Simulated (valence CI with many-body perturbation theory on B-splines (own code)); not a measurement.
# Levels and ionisation energy of Ca¹⁴⁺

Aim: the low levels of Ca¹⁴⁺, its ionisation energy, and how pure its levels are, set against NIST.

Program: an in-house CI+MBPT code version 3. Level of theory: configuration interaction of the valence electrons, many-body perturbation theory for a frozen closed Dirac-Fock core, no-pair Dirac Hamiltonian, B-spline basis. These are calculated values, not measurements, unless marked.

**1. The system**

- element: calcium (Z = 20, A = 40)
- charge: +14
- frozen core: [He]
- start configuration of the valence electrons: 2s2 2p2
- nuclear rms radius: 3.4776 fm

**2. The run**

The run's settings:

```ini
atom Ca  Z=20  mass_number=40  rms_radius_fm=3.4776
core [He]
valence 2s2 2p2
avg = 1
basis = L
breit = 1
cap = 40000
capref = 1200
cscale = 1
de = 0.0
dress = 0
eps = 2e-08
h = 0.27
hh = 1
l2 = 3
lcore = 6
maxit = 60
n2 = 5
natural = 1
nlev = 60
nno = [7, 7, 6, 5, 4, 2, 1]
nroot = 26
nsp = [4, 4, 3, 2, 1, 0, 0]
pt2 = 1
qed = 1
rpa = 1
s1 = 1
s2 = 1
s3 = 1
screen = 1
tol = 2e-05
```

Command:

```console
$ python run_cv.py task.json out
```

task.json holds these settings.

**Question.** What will come out?

**Answer**, as computed:

| quantity | computed | tabulated |
| --- | --- | --- |
| lowest level | 2s2 2p2 ³P0 | 2s2 2p2 ³P0 |
| first excitation | 2s2 2p2 ³P1, 2.18 eV | - |
| ionisation energy, to 2s2 2p ²P° J = 1/2 | 894.68 eV | 894 ± 0.4 eV (semi-empirical) |
| dipole polarisability of the lowest level | 0.03151 bohr³ | - |
| no level missing from the run's list below | 597.33 eV | - |

What this shows: The ionisation energy is 0.7 eV (0.08 %) above the NIST entry, whose uncertainty is 0.4 eV. Of the added terms Breit moves the ionisation energy most, by -0.374 eV. The lowest level is 99 % 2s2 2p2. Cautions: by estimate levels hold to under 0.1 % in light ions and to 0.1 to 0.5 % in heavy ones.
